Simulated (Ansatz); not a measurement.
# MnPt2 under changes of volume

One of the cells (15.408 Å³/atom); the others are scaled copies at fixed shape and fractional positions:

```
Pt Mn
1.0
     2.85840    0.00000    0.00000
    -1.42920    2.47545    0.00000
     0.00000    0.00000    6.53250
Pt Mn
2 1
Direct
  0.66667 0.33333 0.31621
  0.33333 0.66667 0.68379
  0.00000 0.00000 0.00000
```

The cell comes from a database or a generator and needn't be the stable form of this composition.

```yaml
Program: Ansatz 0.2.0
Functional: PBEsol
Potentials_or_basis: Ansatz PAW
Cutoff: "420 eV (not typed: the program's choice for these potentials)"
k_mesh: 11 × 11 × 4
Occupations: fermi-dirac, width 0.05 eV
Spin: collinear spin, ferromagnetic start
Starting_moments: "[0.0, 0.0, 4.0] μB"
```

| volume (Å³/atom) | energy over the lowest point (meV/atom) | pressure (GPa) | moment (μB per cell) | largest force (eV/Å) |
| --- | --- | --- | --- | --- |
| 14.483 | 0.00 | 1.7 | 4.14 | 0.143 |
| 14.791 | 0.66 | -2.3 | 4.29 | 0.104 |
| 15.099 | 8.28 | -5.9 | 4.41 | 0.065 |
| 15.408 | ? | ? | ? | ? |
| 15.716 | 42.60 | -12.2 | 4.58 | 0.013 |
| 16.024 | 68.40 | -14.9 | 4.63 | 0.051 |
| 16.332 | 99.20 | -17.3 | 4.66 | 0.089 |

Q: What does the run at 15.408 Å³/atom give?

A: Energy over the lowest point 22.38 meV/atom; pressure -9.2 GPa; moment 4.51 μB per cell; largest force 0.026 eV/Å.

Worked out: A Birch-Murnaghan fit of order 3 (a polynomial in V^(-2/3)) to the other rows has its minimum at 14.61 Å³/atom with B0 = V·E''(V) = 181 GPa (rough, since the energies scatter) at fixed shape and positions, which overstates the stiffness. It gives 22.47 meV/atom at 15.408 Å³/atom, against the run's 22.38, and -dE/dV = -9.0 GPa, against -9.2. A parabola through the other rows of the moment, of slope 0.279 μB per Å³/atom there, gives 4.51 μB, against the run's 4.51.

Energies are extrapolated to zero smearing.

Caveats: the PAW data sets come from PBE, with cores solved anew for the run's functional, which leaves a small shift of forces and pressure.
